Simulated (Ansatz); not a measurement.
**Cl2H4OSi (built from SMILES Cl[SiH2]Cl.O): a barrier at many levels of theory**

Aim: the barrier and energy of one elementary step (Si1–O7 formed, H2–H6 formed, Si1–H2 broken, H6–O7 broken) from LDA up to coupled cluster, on fixed structures, to see where each rung fails.

Method: single points in def2-TZVPP on PBE0-D4/def2-TZVP structures; program: Ansatz 0.2.0, Gaussian basis.

Levels: SPW92, PBE-D4, BLYP-D4, r2SCAN-D4, B97M-V, PBE0-D4, B3LYP-D4, r2SCAN0-D4, BHLYP-D4, CAM-B3LYP-D4, wB97X-V, wB97M-V, B2PLYP, PBE-QIDH, RPA on PBE, Hartree-Fock, MP2, CCSD, CCSD(T). The reference is CCSD(T) at the basis limit, from triple and quadruple zeta. Zero-point energies come from PBE0-D4 vibrations.

Correlated methods freeze the cores. B3LYP uses VWN-RPA correlation. B2PLYP carries no dispersion term here.

23 further runs of the same task are left out: 23 set aside as unsound or not needed.

### 1 Start, saddle and end, as given

Charge 0, multiplicity 1. The folders r, ts and p hold the start, the saddle and the end; their coordinates stand in the first inputs.

| pair | r (Å) | ts (Å) | p (Å) |
| --- | --- | --- | --- |
| Si1–O7 | 2.850 | 1.831 | 1.620 |
| H2–H6 | 2.868 | 1.098 | 0.748 |
| Si1–H2 | 1.471 | 1.682 | 4.016 |
| H6–O7 | 0.961 | 1.156 | 3.060 |

### 2 wB97M-V/def2-TZVPP

Input file r/in.yaml:

```yaml
crystal:
  periodic: [false, false, false]
  atoms:
    - {symbol: Si, position_ang: [-0.342021, -0.712983, -0.716998]}
    - {symbol: H, position_ang: [1.067721, -1.044845, -0.461253]}
    - {symbol: Cl, position_ang: [-1.034882, -2.112721, -2.053860]}
    - {symbol: Cl, position_ang: [-1.436700, -0.931360, 1.007234]}
    - {symbol: H, position_ang: [-0.608381, 0.603131, -1.316474]}
    - {symbol: H, position_ang: [1.264806, 0.939358, 1.600719]}
    - {symbol: O, position_ang: [0.899683, 1.347637, 0.811223]}
    - {symbol: H, position_ang: [0.189873, 1.911785, 1.129508]}
basis:
  gaussian: {orbitals: def2-TZVPP}
hamiltonian: {xc: {name: wB97M-V}}
```

Input file ts/in.yaml:

```yaml
crystal:
  periodic: [false, false, false]
  atoms:
    - {symbol: Si, position_ang: [-0.371642, -0.250879, -0.331077]}
    - {symbol: H, position_ang: [0.928741, -0.975546, 0.450875]}
    - {symbol: Cl, position_ang: [0.090822, -1.372473, -1.998299]}
    - {symbol: Cl, position_ang: [-1.622480, -1.071762, 1.094711]}
    - {symbol: H, position_ang: [-1.310528, 0.710097, -0.950825]}
    - {symbol: H, position_ang: [1.143474, 0.076083, 0.680163]}
    - {symbol: O, position_ang: [0.741482, 1.076026, 0.262454]}
    - {symbol: H, position_ang: [0.400230, 1.808454, 0.792097]}
basis:
  gaussian: {orbitals: def2-TZVPP}
hamiltonian: {xc: {name: wB97M-V}}
```

Input file p/in.yaml:

```yaml
crystal:
  periodic: [false, false, false]
  atoms:
    - {symbol: Si, position_ang: [-1.045149, 0.339040, -0.652891]}
    - {symbol: H, position_ang: [2.008927, -0.789084, 1.698989]}
    - {symbol: Cl, position_ang: [-0.434784, -0.965030, -2.101733]}
    - {symbol: Cl, position_ang: [-2.130828, -0.728322, 0.708763]}
    - {symbol: H, position_ang: [-1.886134, 1.383205, -1.248281]}
    - {symbol: H, position_ang: [2.387837, -0.840392, 1.055987]}
    - {symbol: O, position_ang: [0.219123, 1.068982, 0.048340]}
    - {symbol: H, position_ang: [0.881106, 0.531602, 0.490926]}
basis:
  gaussian: {orbitals: def2-TZVPP}
hamiltonian: {xc: {name: wB97M-V}}
```

No record of the launch command was kept for these runs.

After this run come: CCSD(T)/def2-TZVPP; MP2/def2-QZVPP; Vibrations of the start structure; Vibrations of the end structure.

Before running it: what results should come out? Wanted: barrier, CCSD(T)/CBS; reverse barrier, CCSD(T)/CBS; step energy, CCSD(T)/CBS; barrier with zero-point energy; step energy with zero-point energy; imaginary mode at the saddle; largest T1 diagnostic.

**Answer**, as computed:

| quantity | value |
| --- | --- |
| barrier, CCSD(T)/CBS | 168.1 kJ/mol |
| reverse barrier, CCSD(T)/CBS | 247.4 kJ/mol |
| step energy, CCSD(T)/CBS | -79.4 kJ/mol |
| barrier with zero-point energy | 161.9 kJ/mol |
| step energy with zero-point energy | -93.6 kJ/mol |
| imaginary mode at the saddle | 1332i cm⁻¹ |
| largest T1 diagnostic | 0.010 |

In words: Among the functionals B2PLYP lands nearest to CCSD(T)/CBS (-1.2 kJ/mol) and SPW92 farthest (-68.0 kJ/mol). By rung, the mean size of the error is: LDA 68.0, GGA 24.2, meta-GGA 18.6, hybrid 12.6, range-separated hybrid 5.0, double hybrid 4.6 kJ/mol. PBE-D4 gives a barrier 33.8 kJ/mol too low, outside chemical accuracy (1 kcal/mol, 4.2 kJ/mol). Every functional without exact exchange puts the barrier too low, the usual mark of self-interaction error, which favours the spread-out density of a saddle. The barrier rises with the share of exact exchange, from BLYP-D4 through B3LYP-D4 to BHLYP-D4 (-14.6, -4.8, +13.4 kJ/mol). Hartree-Fock, with no correlation, is off by +62.6 kJ/mol. Zero-point motion lowers the barrier by 6.1 kJ/mol.
